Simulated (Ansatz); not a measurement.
# C₃H₆OZn: how energies converge with the basis set

One table from this session's results is given with a row withheld; the runs are named, their logs left out.

The runs use Ansatz 0.2.0, Gaussian basis; one geometry, several basis sets.

Plan: PBE0-D4/def2-SVP; ωB97M-V/def2-SVP; PBE0-D4/def2-QZVPP; ωB97M-V/def2-QZVPP; the functionals' def2-TZVPP values are taken from earlier runs.

## The geometry

The geometry comes from an earlier relaxation with PBE0-D4 in a triple-zeta def2 set; it is a stationary point, not always the lowest conformer.

SMILES `C=[C](C)[Zn][OH]`, 11 atoms, charge 0, spin multiplicity 1.

Atoms are counted from 1 here; the program's logs count them from 0.

Bond lengths: C1–C2 1.333 Å, C1–H6 1.091 Å, C1–H7 1.086 Å, C2–C3 1.499 Å, C2–Zn4 1.917 Å, C3–H8 1.095 Å, C3–H9 1.095 Å, C3–H10 1.095 Å, Zn4–O5 1.778 Å, O5–H11 0.958 Å. Angles: C2–C1–H6 121.2°, C2–C1–H7 123.2°, H6–C1–H7 115.6°, C1–C2–C3 120.6°, C1–C2–Zn4 118.6°, C3–C2–Zn4 120.8°, C2–C3–H8 111.4°, C2–C3–H9 111.4°, C2–C3–H10 111.5°, H8–C3–H9 106.3°, H8–C3–H10 108.0°, H9–C3–H10 108.0°, C2–Zn4–O5 176.3°, Zn4–O5–H11 116.7°.

The first run:

File in.yaml:

```yaml
crystal:
  periodic: [false, false, false]
  atoms:
    - {symbol: C, position_ang: [0.629854, 1.502045, 0.010327]}
    - {symbol: C, position_ang: [0.170206, 0.262415, 0.182172]}
    - {symbol: C, position_ang: [0.586474, -0.548994, 1.372438]}
    - {symbol: Zn, position_ang: [-1.028885, -0.460188, -1.127945]}
    - {symbol: O, position_ang: [-2.225521, -1.074666, -2.290315]}
    - {symbol: H, position_ang: [1.315485, 1.955103, 0.728319]}
    - {symbol: H, position_ang: [0.355985, 2.125950, -0.834755]}
    - {symbol: H, position_ang: [-0.277336, -0.846328, 1.975361]}
    - {symbol: H, position_ang: [1.084130, -1.476011, 1.070322]}
    - {symbol: H, position_ang: [1.273461, 0.008841, 2.017795]}
    - {symbol: H, position_ang: [-1.883842, -1.448168, -3.103729]}
basis:
  gaussian: {orbitals: def2-SVP}
hamiltonian: {xc: pbe0, dispersion: d4}
output: {orbitals: {seedname: orbitals}}
```

On the command line:

```bash
$ ansatz run in.yaml --threads 4 --pin off --events-out ev --progress --plain --max-ram 10444MiB
```

Among the steps run: PBE0-D4 in def2-SVP; ωB97M-V in def2-SVP; PBE0-D4 in def2-QZVPP; ωB97M-V in def2-QZVPP.

One table of the session follows, with a row left open; its other results are not shown here.

It belongs to the step «Functionals by basis». 

| functional | basis | HOMO (eV) |
| --- | --- | --- |
| PBE0-D4 | def2-SVP | ? |
| PBE0-D4 | def2-TZVPP | -7.49 |
| PBE0-D4 | def2-QZVPP | -7.50 |
| ωB97M-V | def2-SVP | -9.55 |
| ωB97M-V | def2-TZVPP | -9.72 |
| ωB97M-V | def2-QZVPP | -9.72 |

Q: Estimate the row for PBE0-D4, def2-SVP from the others.

The run gave: HOMO (eV): -7.33. In the column «HOMO (eV)» it is the highest.
